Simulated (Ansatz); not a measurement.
# AlB3O6: the band gap up the ladder of functionals

An exercise on one series of results from a longer session: the logs are not shown, and one member is left open.

The runs shown are made with Ansatz 0.2.0. PAW datasets, plane waves. All values are calculated for a non-magnetic cell, which may be hypothetical.

## Starting point

The cell was relaxed beforehand with r2SCAN.

Space group Cm (No. 8), monoclinic; conventional cell a = 16.041 Å, b = 2.526 Å, c = 4.771 Å, β = 95.0°, 9.63 Å³ an atom. Near Al stand 5 O at 1.74–1.80 Å; near B stand 3 O at 1.43–1.48 Å; near B stand 4 O at 1.41–1.54 Å; near B stand 3 O at 1.28–1.47 Å; near O stand 2 B at 1.47 Å.

Structure file:

Space group Cm (No. 8). a = 16.041 Å, b = 2.526 Å, c = 4.771 Å, α = 90.00°, β = 95.00°, γ = 90.00°
```csv
atom,site,symmetry,x,y,z
Al,2a,m,0.1690,0.5000,0.6054
B,2a,m,0.4593,0.0000,0.2248
B,2a,m,0.0946,0.0000,0.0893
B,2a,m,0.3465,0.5000,0.8406
O,2a,m,0.3858,0.0000,0.9378
O,2a,m,0.0395,0.5000,0.0937
O,2a,m,0.1506,0.0000,0.3384
O,2a,m,0.2773,0.5000,0.6841
O,2a,m,0.4450,0.5000,0.3521
O,2a,m,0.1325,0.0000,0.8336
```

The first run:

input.yaml reads:

```yaml
crystal:
  lattice:
    - [7.8918861986, -1.263149805, 1.4316427962]
    - [7.8918861986, 1.263149805, 1.4316427962]
    - [-0.4396083331, 0.0, 4.7510185322]
  atoms:
    - { symbol: Al, position: [0.6689839964, 0.6689839964, 0.3945875275] }
    - { symbol: B, position: [0.4592859744, 0.4592859744, 0.7752065996] }
    - { symbol: B, position: [0.0946308954, 0.0946308954, 0.9106810805] }
    - { symbol: B, position: [0.8464787222, 0.8464787222, 0.1593893301] }
    - { symbol: O, position: [0.3857790935, 0.3857790935, 0.0621633601] }
    - { symbol: O, position: [0.5394589284, 0.5394589284, 0.906270895] }
    - { symbol: O, position: [0.1506475311, 0.1506475311, 0.6615586153] }
    - { symbol: O, position: [0.7772677652, 0.7772677652, 0.315878238] }
    - { symbol: O, position: [0.9449526704, 0.9449526704, 0.6478722958] }
    - { symbol: O, position: [0.132514423, 0.132514423, 0.166392058] }
kpoints:
  mp_grid: { grid: [10, 10, 6] }
  band_path:
    path:
      - [[0.0, 0.0, 0.0], [0.2562478689195, -0.2562478689195, 2.307339241211e-18]]
      - [[-0.2562478689195, -0.7437521310805, -7.539418516858e-18], [-0.5, -0.5, -1.195685557445e-17], [0.0, 0.0, 0.0], [-0.5, -0.5, -0.5], [-0.2544187326612, -0.7455812673388, -0.5]]
      - [[0.2544187326612, -0.2544187326612, -0.5], [7.479929079694e-18, 7.479929079694e-18, -0.5], [0.0, 0.0, 0.0]]
      - [[2.711016084403e-17, -0.5, -0.5], [0.0, 0.0, 0.0], [1.832314301927e-17, -0.5, -1.560990729635e-18]]
    npoints: 10
hamiltonian:
  xc: pbe
scf:
  occupations: { method: fermi_dirac, width: 0.02 }
  n_extra_bands: 6
output:
  forces: true
  stress: true
  eigenvalues: true
```

Launch:

```bash
ansatz run input.yaml --threads 4 --pin off --max-ram 6451MiB --backend cpu --events-out ev --progress --plain --runs-dir out
```

Steps of the session up to this table: PBE band path; r2SCAN; HSE06 at the same geometry; Single point with PBE0.

One of the session's tables, all rows but one given; the rest of the session is left out.

| level | gap (eV) |
| --- | --- |
| PBE | 5.15 |
| r2SCAN | 5.63 |
| HSE06 | ? |
| PBE0 | 7.67 |

Q: Estimate the row for HSE06 from the others.

**Answer.** gap (eV): 6.90. In the column «gap (eV)» it lies between r2SCAN (5.63) and PBE0 (7.67).

Meshes: PBE 10×10×6, r2SCAN 10×10×6, HSE06 6×6×4, PBE0 6×6×4

PBE reaches 75 % of the HSE06 value, and r2SCAN 82 %. PBE0 lies 0.77 eV above HSE06, which differs from it by screening the long-range exchange.

Limits of these values: Warnings in the runs' records: stress scf threshold loose, stress exchange threshold loose.
